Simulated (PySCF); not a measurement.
**C₇H₂FO₃−: runs on many settings**

Which settings matter for C₇H₂FO₃− (`C#Cc1coc(C(=O)[O-])c1F`), and how do bad ones show?

Computed with PySCF 2.14.0, with density-fitted response routines of our own, on a single molecule in the gas phase. Atoms count from 0, in the outputs and in this text.

## (1) Starting geometry

13 atoms, charge -1, multiplicity 1; geometry from: GFN2-xTB.

Bonds of the start (Å): C0–C1 1.20, C1–C2 1.40, C2–C3 1.37, C3–O4 1.34, O4–C5 1.35, C5–C6 1.59, C6–O7 1.23, C6–O8 1.23, C5–C9 1.37, C9–F10 1.34, C9–C2 1.43, C0–H11 1.05, C3–H12 1.07.

## (2) NMR shieldings: PBE0/pcSseg-1

What the job is given:

```
{"job": {"kind": "nmr", "xc": "PBE0", "basis": "pcSseg-1"}, "charge": -1, "multiplicity": 1}
C      3.396725     0.595464     0.390188
C      2.266915     0.250520     0.171281
C      0.928447    -0.107347    -0.055731
C      0.443454    -1.207522    -0.715938
O     -0.892236    -1.203945    -0.728525
C     -1.337950    -0.105607    -0.078876
C     -2.902904     0.137538     0.048101
O     -3.586870    -0.734224    -0.482462
O     -3.204148     1.160417     0.657240
C     -0.245358     0.599272     0.353093
F     -0.208927     1.750423     1.041039
H      4.386188     0.888996     0.575965
H      0.952274    -2.023497    -1.193102
```

Level: GIAO PBE0/pcSseg-1 NMR shielding, non-relativistic, gas phase.

The run is started by

```bash
OMP_NUM_THREADS=1 python probes_run.py task.json out
```

This one command runs all jobs of the session in turn.

The log of the run:

```text
coarse grid: 13192 points
cycle   1  E = -592.3390665206  dE =  2.392e+00  |g| = 1.212e+00  |ddm| = 4.027e+00
cycle   2  E = -590.2740798073  dE =  2.065e+00  |g| = 2.670e+00  |ddm| = 4.323e+00
cycle   3  E = -592.4873055801  dE = -2.213e+00  |g| = 6.807e-01  |ddm| = 3.932e+00
cycle   4  E = -592.6051926334  dE = -1.179e-01  |g| = 2.486e-01  |ddm| = 7.017e-01
cycle   5  E = -592.6111344190  dE = -5.942e-03  |g| = 2.027e-01  |ddm| = 3.731e-01
cycle   6  E = -592.6213751969  dE = -1.024e-02  |g| = 4.701e-02  |ddm| = 1.917e-01
cycle   7  E = -592.6217863179  dE = -4.111e-04  |g| = 2.445e-02  |ddm| = 6.340e-02
cycle   8  E = -592.6219202286  dE = -1.339e-04  |g| = 5.411e-03  |ddm| = 2.467e-02
cycle   9  E = -592.6219264475  dE = -6.219e-06  |g| = 2.246e-03  |ddm| = 7.453e-03
final grid: 134432 points
cycle  10  E = -592.7262278905  dE = -2.287e-05  |g| = 1.376e-02  |ddm| = 6.730e-02
cycle  11  E = -592.7261732179  dE =  5.467e-05  |g| = 2.232e-02  |ddm| = 3.088e-02
cycle  12  E = -592.7262609090  dE = -8.769e-05  |g| = 1.699e-03  |ddm| = 1.950e-02
cycle  13  E = -592.7262614541  dE = -5.451e-07  |g| = 6.205e-04  |ddm| = 1.656e-03
cycle  14  E = -592.7262615336  dE = -7.951e-08  |g| = 1.645e-04  |ddm| = 6.105e-04
cycle  15  E = -592.7262615392  dE = -5.536e-09  |g| = 6.738e-05  |ddm| = 1.942e-04
cycle  16  E = -592.7262615402  dE = -1.085e-09  |g| = 1.282e-05  |ddm| = 7.268e-05
cycle  17  E = -592.7262615403  dE = -3.479e-11  |g| = 4.564e-06  |ddm| = 1.506e-05
converged SCF energy = -592.7262615403

GIAO shielding tensors (ppm)
atom      isotropic    diamagn.    paramagn.     s11        s22        s33       span
  0 C      102.511     260.701    -158.190     35.283     63.812    208.437    173.154
  1 C      103.836     242.861    -139.025      3.761      8.661    299.087    295.326
  2 C       83.296     264.129    -180.832     17.027     81.185    151.677    134.650
  3 C       44.115     250.632    -206.517    -33.262     54.095    111.511    144.772
  4 O       36.067     397.751    -361.684   -119.342    -36.996    264.539    383.881
  5 C       30.074     262.605    -232.531    -37.312     26.526    101.009    138.321
  6 C       29.886     237.410    -207.524    -72.953     47.948    114.663    187.616
  7 O        9.239     403.213    -393.973   -158.479    -31.931    218.129    376.608
  8 O       12.003     406.220    -394.217   -153.507    -20.226    209.742    363.250
  9 C       26.855     248.378    -221.524    -18.608     25.146     74.027     92.636
 10 F      352.443     473.066    -120.622    293.877    313.066    450.388    156.511
 11 H       29.281      34.668      -5.387     25.103     25.707     37.033     11.930
 12 H       24.689      31.479      -6.791     21.954     25.337     26.775      4.821
```

Wall time 29 s (1 thread of AMD EPYC 7R13, shared host); peak memory 0.87 GiB.

The references, computed at this level on geometries of the same kind, shield at (ppm): 1H TMS 31.72, 13C TMS 186.9, 19F CFCl3 170.9, 17O H2O 336.1. Their shielding less the atom's gives the shift. The references are single molecules in the gas phase, so shifts against H2O, NH3, PH3, H3PO4 or CFCl3 are not on the usual liquid scales and can be off by tens of ppm. Atoms listed in one row are averaged.

```tsv
atoms	environment	σ (ppm)	δ (ppm)
C9	aromatic carbon bearing fluorine	26.9	160.1
C6	carboxylate carbon	29.9	157.0
C5	substituted aromatic carbon next to the ring oxygen	30.1	156.9
C3	aromatic CH next to the ring oxygen	44.1	142.8
C2	substituted aromatic carbon	83.3	103.6
C0	terminal alkyne carbon	102.5	84.4
C1	alkyne carbon	103.8	83.1
H12	hydrogen on an aromatic CH next to the ring oxygen	24.69	7.03
H11	hydrogen on a terminal alkyne carbon	29.28	2.44
O7, O8	carboxylate oxygen	10.6	325.5
O4	aromatic ring oxygen	36.1	300.0
F10	aryl fluorine	352.4	-181.5
```

Charges from the same density, by scheme (e):

```tsv
atoms	Mulliken	IAO	Hirshfeld	ESP fit
C0	-0.43	-0.29	-0.15	-0.47
C1	0.53	0.00	-0.05	0.02
C2	-0.49	-0.13	-0.07	-0.03
C3	0.21	0.01	0.00	-0.16
O4	-0.34	-0.20	-0.05	-0.12
C5	-0.07	0.04	0.01	-0.06
C6	0.50	0.51	0.09	0.75
O7, O8	-0.55	-0.63	-0.42	-0.72
C9	0.35	0.22	0.04	0.17
F10	-0.26	-0.26	-0.09	-0.15
```

Mayer bond orders: C0–C1 2.31, C1–C2 0.94, C2–C3 1.52, C3–O4 1.14, O4–C5 1.00, C5–C6 0.77, C6–O7 1.78, C6–O8 1.80, C5–C9 1.44, C9–F10 1.01, C9–C2 1.24.

Ring of atoms C2, C3, O4, C5, C9: NICS(0) -14.4, NICS(1) -10.1, NICS(1)zz -22.7 ppm (means of both faces).

## (3) TDDFT and polarisability: PBE0/def2-SVPD

The job, as its differences from that of step 2:

```diff
@@ -1,2 +1,2 @@
-{"job": {"kind": "nmr", "xc": "PBE0", "basis": "pcSseg-1"}, "charge": -1, "multiplicity": 1}
+{"job": {"kind": "uv", "xc": "PBE0", "basis": "def2-SVPD", "nstates": 6, "ntriplets": 2}, "charge": -1, "multiplicity": 1}
 C      3.396725     0.595464     0.390188
```

Level: TDDFT PBE0/def2-SVPD, vertical, gas phase, core orbitals frozen in the response.

The log of the run:

```text
coarse grid: 13192 points
cycle   1  E = -592.0047555534  dE =  2.301e+00  |g| = 1.153e+00  |ddm| = 1.465e+01
cycle   2  E = -589.7593950571  dE =  2.245e+00  |g| = 2.741e+00  |ddm| = 8.777e+00
cycle   3  E = -592.1525490206  dE = -2.393e+00  |g| = 6.497e-01  |ddm| = 8.061e+00
cycle   4  E = -592.2678131387  dE = -1.153e-01  |g| = 2.198e-01  |ddm| = 1.430e+00
cycle   5  E = -592.2722828598  dE = -4.470e-03  |g| = 1.849e-01  |ddm| = 7.646e-01
cycle   6  E = -592.2809400525  dE = -8.657e-03  |g| = 4.235e-02  |ddm| = 4.061e-01
cycle   7  E = -592.2812839856  dE = -3.439e-04  |g| = 2.144e-02  |ddm| = 1.089e-01
cycle   8  E = -592.2813894188  dE = -1.054e-04  |g| = 4.627e-03  |ddm| = 4.640e-02
cycle   9  E = -592.2813941477  dE = -4.729e-06  |g| = 1.915e-03  |ddm| = 1.746e-02
final grid: 134432 points
cycle  10  E = -592.3842331277  dE = -2.030e-05  |g| = 1.290e-02  |ddm| = 2.109e-01
cycle  11  E = -592.3841813565  dE =  5.177e-05  |g| = 2.113e-02  |ddm| = 6.274e-02
cycle  12  E = -592.3842642099  dE = -8.285e-05  |g| = 1.438e-03  |ddm| = 3.340e-02
cycle  13  E = -592.3842646157  dE = -4.058e-07  |g| = 5.327e-04  |ddm| = 3.956e-03
cycle  14  E = -592.3842646776  dE = -6.187e-08  |g| = 1.430e-04  |ddm| = 1.117e-03
cycle  15  E = -592.3842646817  dE = -4.125e-09  |g| = 6.196e-05  |ddm| = 4.425e-04
cycle  16  E = -592.3842646826  dE = -8.863e-10  |g| = 1.181e-05  |ddm| = 1.557e-04
converged SCF energy = -592.3842646826

Static polarisability (au): isotropic 101.596, principal 57.207 95.297 152.285

Singlet excitations
state   eV       nm        f      main configurations
  1   3.9804    311.5   0.00001   H->L 0.92
  2   4.0393    306.9   0.00003   H-1->L 0.94
  3   4.3989    281.9   0.00482   H-2->L 0.99
  4   4.8801    254.1   0.00006   H->L+3 0.91
  5   4.8944    253.3   0.05604   H-3->L 0.92
  6   5.0118    247.4   0.00000   H-1->L+3 0.93

Triplet excitations (Tamm-Dancoff, eV): 3.3990 3.9015
```

It took 40 s on 1 thread of AMD EPYC 7R13, shared host; peak memory 1 GiB.

The orbitals next to the gap, with their largest atomic shares:

```tsv
orbital	eV	atoms
HOMO−3	-3.17	C5 25 %, C3 22 %, C9 16 %
HOMO−2	-2.70	O8 44 %, O7 42 %, C6 13 %
HOMO−1	-2.52	O7 37 %, O8 32 %, C5 14 %
HOMO	-2.38	O8 46 %, O7 42 %, C6 7 %
LUMO	2.46	C3 23 %, C0 17 %, C1 16 %
LUMO+1	3.39	C0 46 %, H11 17 %, C1 13 %
LUMO+2	3.56	C0 39 %, C1 28 %, H11 18 %
```

With each of the 6 states as a Gaussian band of 0.4 eV half-width at 1/e, the curve within the window shown has maxima at 253 nm (ε 2,300) L/(mol cm). Beyond the last state computed it falls off for lack of states. The curve at chosen wavelengths:

| nm | ε (L/mol/cm) |
| --- | --- |
| 233 | 766 |
| 238 | 1269 |
| 244 | 1873 |
| 249 | 2215 |
| 254 | 2313 |
| 260 | 2119 |
| 265 | 1787 |
| 270 | 1406 |
| 276 | 985 |
| 281 | 707 |
| 286 | 498 |
| 292 | 324 |
| 297 | 226 |
| 302 | 157 |
| 307 | 108 |
| 313 | 68 |
| 318 | 45 |
| 323 | 30 |
| 329 | 18 |
| 334 | 11 |
| 339 | 7 |
| 345 | 4 |
| 350 | 2 |
| 355 | 1 |
| 361 | 1 |
| 366 | 0 |

Further results of this job:

```tsv
property	computed
polarisability (Å³)	15.06
HOMO–LUMO gap (eV)	4.84
−ε(HOMO) (eV)	2.38
```

## (4) Indirect couplings: PBE0/cc-pVDZ

The job, as its differences from that of step 3:

```diff
@@ -1,2 +1,2 @@
-{"job": {"kind": "uv", "xc": "PBE0", "basis": "def2-SVPD", "nstates": 6, "ntriplets": 2}, "charge": -1, "multiplicity": 1}
+{"job": {"kind": "j", "xc": "PBE0", "basis": "cc-pVDZ", "grid": 4}, "charge": -1, "multiplicity": 1}
 C      3.396725     0.595464     0.390188
```

With the program's defaults for keys left out, this is: PBE0/cc-pVDZ indirect spin-spin coupling, non-relativistic, gas phase.

The log of the run:

```text
coarse grid: 13192 points
cycle   1  E = -592.5111861142  dE =  2.451e+00  |g| = 1.208e+00  |ddm| = 8.187e+00
cycle   2  E = -590.3976692347  dE =  2.114e+00  |g| = 2.675e+00  |ddm| = 5.515e+00
cycle   3  E = -592.6704670259  dE = -2.273e+00  |g| = 6.614e-01  |ddm| = 4.506e+00
cycle   4  E = -592.7863125062  dE = -1.158e-01  |g| = 2.414e-01  |ddm| = 1.095e+00
cycle   5  E = -592.7914653677  dE = -5.153e-03  |g| = 2.028e-01  |ddm| = 5.683e-01
cycle   6  E = -592.8019739546  dE = -1.051e-02  |g| = 4.757e-02  |ddm| = 3.193e-01
cycle   7  E = -592.8024287596  dE = -4.548e-04  |g| = 2.237e-02  |ddm| = 9.150e-02
cycle   8  E = -592.8025452042  dE = -1.164e-04  |g| = 5.224e-03  |ddm| = 3.693e-02
cycle   9  E = -592.8025512934  dE = -6.089e-06  |g| = 2.045e-03  |ddm| = 1.143e-02
final grid: 345288 points
cycle  10  E = -592.8134904329  dE = -1.947e-05  |g| = 1.205e-02  |ddm| = 8.331e-02
cycle  11  E = -592.8134471010  dE =  4.333e-05  |g| = 1.938e-02  |ddm| = 4.415e-02
cycle  12  E = -592.8135186982  dE = -7.160e-05  |g| = 1.701e-03  |ddm| = 2.765e-02
cycle  13  E = -592.8135192960  dE = -5.978e-07  |g| = 6.154e-04  |ddm| = 3.093e-03
cycle  14  E = -592.8135193822  dE = -8.625e-08  |g| = 1.209e-04  |ddm| = 9.501e-04
cycle  15  E = -592.8135193849  dE = -2.654e-09  |g| = 6.713e-05  |ddm| = 2.668e-04
cycle  16  E = -592.8135193860  dE = -1.067e-09  |g| = 1.209e-05  |ddm| = 1.134e-04
cycle  17  E = -592.8135193860  dE = -3.047e-11  |g| = 5.478e-06  |ddm| = 2.803e-05
converged SCF energy = -592.8135193860

Indirect spin-spin couplings (Hz)
  i      j    bonds     total        FC       PSO       DSO        SD
  0 C   10 F    4      0.593     0.699    -0.596    -0.086     0.576
  0 C   11 H    1    208.056   209.066    -1.569     0.559         -
  0 C   12 H    4     -1.675    -1.482    -0.023    -0.170         -
  1 C   10 F    3     -3.606    -3.028    -0.438     0.100    -0.240
  1 C   11 H    2     22.569    19.175     4.551    -1.157         -
  1 C   12 H    3      1.970     1.897     0.071     0.001         -
  2 C   10 F    2     18.813    28.030   -10.842     0.014     1.611
  2 C   11 H    3      4.707     4.895     0.211    -0.399         -
  2 C   12 H    2      7.645     8.718    -0.741    -0.332         -
  3 C   10 F    3      0.058     4.031    -1.964    -0.344    -1.665
  3 C   11 H    4     -3.167    -2.811    -0.115    -0.241         -
  3 C   12 H    1    178.456   177.673    -0.375     1.159         -
  4 O   10 F    3     13.651     4.220     9.566     0.199    -0.334
  4 O   11 H    5      0.296     0.284    -0.128     0.140         -
  4 O   12 H    2    -12.697   -13.902     1.066     0.139         -
  5 C   10 F    2     20.489    30.753   -16.669    -0.001     6.406
  5 C   11 H    5      0.503     0.566     0.172    -0.234         -
  5 C   12 H    3      0.629     1.198     0.031    -0.600         -
  6 C   10 F    3     -2.441    -2.465     0.160     0.068    -0.205
  6 C   12 H    4      0.310     0.408     0.175    -0.273         -
  7 O   10 F    4     -3.432    -0.632    -1.871     0.149    -1.079
  8 O   10 F    4     -8.351    -2.906    -3.581    -0.087    -1.777
  8 O   12 H    5     -0.195    -0.035    -0.341     0.181         -
  9 C   10 F    1   -174.253  -181.905     2.955     1.181     3.517
  9 C   11 H    4     -1.813    -1.559    -0.037    -0.217         -
  9 C   12 H    3      3.851     3.996     0.322    -0.466         -
 10 F   11 H    5     -1.022    -0.439     0.041    -0.572    -0.051
 10 F   12 H    4      1.353     3.071    -0.125    -1.625     0.032
 11 H   12 H    5      0.382     0.731     0.426    -0.775         -
```

It took 35 s on 1 thread of AMD EPYC 7R13, shared host; peak memory 0.83 GiB.

This basis has no tight s functions, so the Fermi-contact terms are rough.

Beyond four bonds or across contacts, the largest of 1 Hz or more: F10–H11 -1.0 Hz.

Couplings of 1 Hz or more over one to four bonds, nine at most for each number, with means over like pairs (isotopes 13C, 19F, 1H, 17O):

```tsv
pair	bonds	J (Hz)	Fermi contact (Hz)	dihedral (°)
C0–H11	1	208.1	209.1	–
C3–H12	1	178.5	177.7	–
C9–F10	1	-174.3	-181.9	–
C1–H11	2	22.6	19.2	–
C5–F10	2	20.5	30.8	–
C2–F10	2	18.8	28.0	–
O4–H12	2	-12.7	-13.9	–
C2–H12	2	7.6	8.7	–
O4–F10	3	13.7	4.2	-180
C2–H11	3	4.7	4.9	–
C9–H12	3	3.9	4.0	-180
C1–F10	3	-3.6	-3.0	0
C6–F10	3	-2.4	-2.5	0
C1–H12	3	2.0	1.9	0
O7–F10	4	-5.9	-1.8	–
C3–H11	4	-3.2	-2.8	–
C9–H11	4	-1.8	-1.6	–
C0–H12	4	-1.7	-1.5	–
F10–H12	4	1.4	3.1	–
```

Means hide unlike values in this fixed geometry: O7–F10 from -8.4 to -3.4 Hz. They hold only if the pairs exchange fast.

The spin-dipole term was solved for some atoms only; pairs without it lack that part.

The response was solved for the nuclei of F, H alone, so couplings that need other nuclei can be missing.

Quadrupole couplings from the field gradients of the same density:

```tsv
atom	isotope	eQq/h (MHz)	η
O7	17O	7.885	0.42
O4	17O	-7.876	0.03
O8	17O	7.750	0.46
```

Joined with the shifts from before (PBE0/pcSseg-1, unscaled), the couplings predict the line list below for 600 MHz.

1H NMR δ 7.03 (d, J = 1.4 Hz, 1H), 2.44 (d, J = 1.0 Hz, 1H).

## (5) Nuclear shieldings: mPW1PW91/cc-pVDZ

The job, as its differences from that of step 4:

```diff
@@ -1,2 +1,2 @@
-{"job": {"kind": "j", "xc": "PBE0", "basis": "cc-pVDZ", "grid": 4}, "charge": -1, "multiplicity": 1}
+{"job": {"kind": "nmr", "xc": "mPW1PW91", "basis": "cc-pVDZ", "pop": false, "scf": {"damp": 0.3}, "grid": 3}, "charge": -1, "multiplicity": 1}
 C      3.396725     0.595464     0.390188
```

Level: GIAO mPW1PW91/cc-pVDZ NMR shielding, non-relativistic, gas phase.

The log of the run:

```text
damping 0.30 in the first 6 cycles
final grid: 174952 points
cycle   1  E = -592.9993136406  dE =  2.458e+00  |g| = 1.236e+00  |ddm| = 8.234e+00
cycle   2  E = -593.1110791984  dE = -1.118e-01  |g| = 1.013e+00  |ddm| = 3.436e+00
cycle   3  E = -593.1615127393  dE = -5.043e-02  |g| = 8.592e-01  |ddm| = 2.537e+00
cycle   4  E = -593.1797394554  dE = -1.823e-02  |g| = 7.930e-01  |ddm| = 2.232e+00
cycle   5  E = -593.1843688909  dE = -4.629e-03  |g| = 7.560e-01  |ddm| = 2.045e+00
cycle   6  E = -592.8026718433  dE =  3.817e-01  |g| = 1.524e+00  |ddm| = 2.963e+00
cycle   7  E = -591.6693443145  dE =  1.133e+00  |g| = 2.644e+00  |ddm| = 5.518e+00
cycle   8  E = -593.2860117312  dE = -1.617e+00  |g| = 2.731e-01  |ddm| = 3.693e+00
cycle   9  E = -593.2932351554  dE = -7.223e-03  |g| = 2.079e-01  |ddm| = 6.284e-01
cycle  10  E = -593.3029145872  dE = -9.679e-03  |g| = 2.916e-02  |ddm| = 2.792e-01
cycle  11  E = -593.3030911540  dE = -1.766e-04  |g| = 1.194e-02  |ddm| = 5.983e-02
cycle  12  E = -593.3031251488  dE = -3.399e-05  |g| = 2.919e-03  |ddm| = 2.127e-02
cycle  13  E = -593.3031266028  dE = -1.454e-06  |g| = 1.419e-03  |ddm| = 5.523e-03
cycle  14  E = -593.3031270406  dE = -4.379e-07  |g| = 3.172e-04  |ddm| = 2.230e-03
cycle  15  E = -593.3031270592  dE = -1.859e-08  |g| = 1.175e-04  |ddm| = 5.704e-04
cycle  16  E = -593.3031270606  dE = -1.368e-09  |g| = 9.782e-05  |ddm| = 2.868e-04
cycle  17  E = -593.3031270625  dE = -1.908e-09  |g| = 1.236e-05  |ddm| = 1.376e-04
cycle  18  E = -593.3031270625  dE = -2.046e-11  |g| = 7.321e-06  |ddm| = 2.493e-05
converged SCF energy = -593.3031270625

GIAO shielding tensors (ppm)
atom      isotropic    diamagn.    paramagn.     s11        s22        s33       span
  0 C      120.917     271.797    -150.880     62.017     86.728    214.004    151.987
  1 C      121.776     236.216    -114.440     32.192     35.841    297.295    265.103
  2 C       97.922     260.262    -162.340     36.961     94.711    162.093    125.132
  3 C       63.394     257.270    -193.876    -11.064     73.338    127.906    138.970
  4 O       62.006     395.892    -333.886    -87.103     -4.456    277.579    364.682
  5 C       44.497     264.431    -219.934    -22.795     44.448    111.838    134.633
  6 C       51.759     247.842    -196.083    -43.160     72.909    125.528    168.688
  7 O       39.708     403.242    -363.534   -116.950     -8.906    244.981    361.931
  8 O       44.254     406.948    -362.694   -109.021      2.648    239.136    348.156
  9 C       48.704     252.609    -203.905      6.766     46.492     92.855     86.089
 10 F      362.767     475.249    -112.481    307.289    325.880    455.133    147.844
 11 H       29.599      36.919      -7.320     25.557     26.270     36.970     11.414
 12 H       24.920      32.539      -7.619     22.267     25.425     27.070      4.803
```

Run time: 34 s. Hardware: 1 thread of AMD EPYC 7R13, shared host; peak memory 0.83 GiB.

In short: δ C5 154.0, C9 149.8, C6 146.7, C3 135.1, H12 6.87, H11 2.19 ppm.

## (6) Shielding tensors: PBE0/6-31++G**

The job, as its differences from that of step 5:

```diff
@@ -1,2 +1,2 @@
-{"job": {"kind": "nmr", "xc": "mPW1PW91", "basis": "cc-pVDZ", "pop": false, "scf": {"damp": 0.3}, "grid": 3}, "charge": -1, "multiplicity": 1}
+{"job": {"kind": "nmr", "xc": "PBE0", "basis": "6-31++G**", "pop": true, "scf": {"guess": "1e", "max_cycle": 8}}, "charge": -1, "multiplicity": 1}
 C      3.396725     0.595464     0.390188
```

With the program's defaults for keys left out, this is: GIAO PBE0/6-31++G** NMR shielding, non-relativistic, gas phase.

The log of the run:

```text
final grid: 134432 points
cycle   1  E = -297.1454194034  dE =  1.893e+02  |g| = 1.826e+01  |ddm| = 4.336e+04
cycle   2  E = -363.5956399183  dE = -6.645e+01  |g| = 1.790e+01  |ddm| = 4.261e+04
cycle   3  E = -539.5890146004  dE = -1.760e+02  |g| = 1.110e+01  |ddm| = 7.720e+02
cycle   4  E = -547.0350666914  dE = -7.446e+00  |g| = 9.200e+00  |ddm| = 1.842e+03
cycle   5  E = -546.1443310469  dE =  8.907e-01  |g| = 9.786e+00  |ddm| = 1.248e+03
cycle   6  E = -581.2866871975  dE = -3.514e+01  |g| = 5.078e+00  |ddm| = 1.691e+03
cycle   7  E = -559.7535025631  dE =  2.153e+01  |g| = 6.672e+00  |ddm| = 2.923e+02
cycle   8  E = -589.8507538580  dE = -3.010e+01  |g| = 2.511e+00  |ddm| = 3.091e+02
SCF not converged, last energy = -589.8507538580
```

It took 12 s on 1 thread of AMD EPYC 7R13, shared host; peak memory 0.81 GiB.

Why it failed: The cap of 8 cycles ended the SCF at a gradient of 2.5e+00. The remedy is to raise the cap. Numbers printed on the way are no properties of the molecule.

## (7) Comparing the runs: NMR shifts

Shifts (ppm) of some atoms, chosen among heavy atoms and hydrogens apart, means over like atoms, with basis size and wall time:

```tsv
run	C9	C6	H12	H11	O7	O4	F10	functions	time
PBE0/pcSseg-1	160.1	157.0	7.03	2.44	325.5	300.0	-181.5	197	29 s
mPW1PW91/cc-pVDZ	149.8	146.7	6.87	2.19	302.1	282.0	-167.1	164	34 s
```

## (8) Summary of results

| quantity | value |
| --- | --- |
| 13C shifts against TMS (PBE0/pcSseg-1) | 160.1, 157.0, 156.9, 142.8, 103.6, 84.4, 83.1 ppm |
| 1H shifts against TMS (PBE0/pcSseg-1) | 7.03, 2.44 ppm |
| 17O shifts against H2O (PBE0/pcSseg-1, means over atoms taken as alike) | 325.5, 300.0 ppm |
| 19F shifts against CFCl3 (PBE0/pcSseg-1) | -181.5 ppm |
| lowest singlet (PBE0/def2-SVPD) | 3.98 eV (311 nm), f = 0.000 |
| brightest single state of those computed | state 5, 4.89 eV, f = 0.056 |
| lowest triplet | 3.40 eV |
| largest coupling of the table (PBE0/cc-pVDZ) | 1J(C,H) C0–H11, 208.1 Hz |
| range of the shift of O7 (with its like atoms) | 302.1 to 325.5 ppm |
| property runs in this session | 5, of which 1 failed and 0 gave unsound results |

Single values in the summary come from the first sound run of each kind (PBE0/pcSseg-1; PBE0/def2-SVPD; PBE0/cc-pVDZ), which need not be the best level. NICS(1)zz of -23 ppm above the planar ring from C2 marks a diatropic (aromatic) ring current. The lowest singlet, at 3.98 eV, is HOMO→LUMO 0.92 and is dark; of the 6 states computed, the strongest absorption comes from state 5 at 4.89 eV. The lowest triplet lies 0.58 eV below the lowest singlet (triplets in Tamm-Dancoff, singlets in full TDDFT). The lowest singlet lies above −ε(HOMO); no detachment energy was computed, so the anion's states may not be bound. In the run at PBE0/cc-pVDZ, the largest coupling of the table is C0–H11, 208.1 Hz, of which the Fermi-contact term gives 209.1 Hz. Couplings across rotatable bonds belong to this one conformer; where others are populated, the observed values are averages. Across the 2 runs the shift of O7 (with its like atoms) moves most, between 302.1 (mPW1PW91/cc-pVDZ) and 325.5 ppm (PBE0/pcSseg-1). Couplings from bases without tight functions are rough.
